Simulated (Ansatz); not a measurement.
# C3H8BN: the cost of one run

Program: Ansatz 0.2.0. Level of theory: the levels named in each step. These are calculated values, not measurements.

### 1 The system as given

Bond lengths: B1–N2 1.370 Å, N2–C3 1.458 Å, C3–C4 1.534 Å, N2–C5 1.458 Å, C4–C5 1.535 Å, B1–H6 1.172 Å, B1–H7 1.172 Å, C3–H8 1.093 Å, C3–H9 1.093 Å, C4–H10 1.089 Å, C4–H11 1.085 Å, C5–H12 1.093 Å, C5–H13 1.093 Å. Angles (14 of 24 angles, heavy atoms first): B1–N2–C3 133.5°, B1–N2–C5 133.6°, C3–N2–C5 92.9°, N2–C3–C4 90.0°, C3–C4–C5 87.1°, N2–C5–C4 90.0°, N2–B1–H6 118.6°, N2–B1–H7 118.7°, N2–C3–H8 113.3°, N2–C3–H9 113.3°, C4–C3–H8 115.4°, C4–C3–H9 115.3°, C3–C4–H10 114.7°, C3–C4–H11 114.9°.

Structure file:

```xyz
13

B     1.7640    0.8390   -0.0571
N     0.5277    0.2503   -0.0162
C    -0.8133    0.7496    0.2648
C    -1.3839   -0.6571    0.0417
C     0.0549   -1.1102   -0.2409
H     2.6940    0.1747   -0.3166
H     1.8488    1.9851    0.1731
H    -0.9241    1.1445    1.2779
H    -1.1502    1.5082   -0.4465
H    -1.8371   -1.1090    0.9223
H    -2.0642   -0.7458   -0.7991
H     0.2390   -1.4703   -1.2563
H     0.4650   -1.8335    0.4683
```

### 2 A rough first relaxation, PBE-D4/def2-SVP

This run stands in another session on the same molecule. It ended at:

```xyz
13

B     1.7885    0.8501   -0.0566
N     0.5335    0.2536   -0.0170
C    -0.8258    0.7578    0.2678
C    -1.4010   -0.6658    0.0440
C     0.0529   -1.1249   -0.2439
H     2.7548    0.1595   -0.3289
H     1.8763    2.0417    0.1827
H    -0.9399    1.1644    1.2950
H    -1.1695    1.5317   -0.4508
H    -1.8678   -1.1259    0.9351
H    -2.0975   -0.7586   -0.8105
H     0.2432   -1.4953   -1.2736
H     0.4729   -1.8627    0.4722
```

### 3 Relaxation, r2SCAN-D4/def2-TZVPP

Contents of input.yaml:

```yaml
crystal:
  periodic: [false, false, false]
  atoms:
    - { symbol: B, position_ang: [1.78850476, 0.85013523, -0.05661688] }
    - { symbol: "N", position_ang: [0.53350043, 0.2536367, -0.01703743] }
    - { symbol: C, position_ang: [-0.82578691, 0.75777032, 0.26781634] }
    - { symbol: C, position_ang: [-1.40099754, -0.66579224, 0.04395431] }
    - { symbol: C, position_ang: [0.05289537, -1.12494392, -0.24393924] }
    - { symbol: H, position_ang: [2.75478527, 0.15948128, -0.32889967] }
    - { symbol: H, position_ang: [1.87626074, 2.0417122, 0.18272395] }
    - { symbol: H, position_ang: [-0.93992004, 1.16439538, 1.29503578] }
    - { symbol: H, position_ang: [-1.16952425, 1.53170168, -0.45080965] }
    - { symbol: H, position_ang: [-1.86776131, -1.12588347, 0.93513923] }
    - { symbol: H, position_ang: [-2.09748165, -0.75859482, -0.81047663] }
    - { symbol: H, position_ang: [0.24319481, -1.49528598, -1.2735875] }
    - { symbol: H, position_ang: [0.47285033, -1.86270236, 0.4722274] }
basis:
  gaussian: { orbitals: def2-TZVPP }
hamiltonian:
  xc: r2scan
  dispersion: d4
relax:
  f_tol: 0.004
  max_steps: 150
```

Launch:

```console
$ ansatz run input.yaml --threads 4 --pin off --max-ram 10240MiB --backend cpu --events-out ev --progress --plain --runs-dir out
```

Q: Estimate wall time and peak memory on 4 threads of AMD EPYC (Zen 3), shared host.

About 81 s, with a peak of 0.37 GiB.
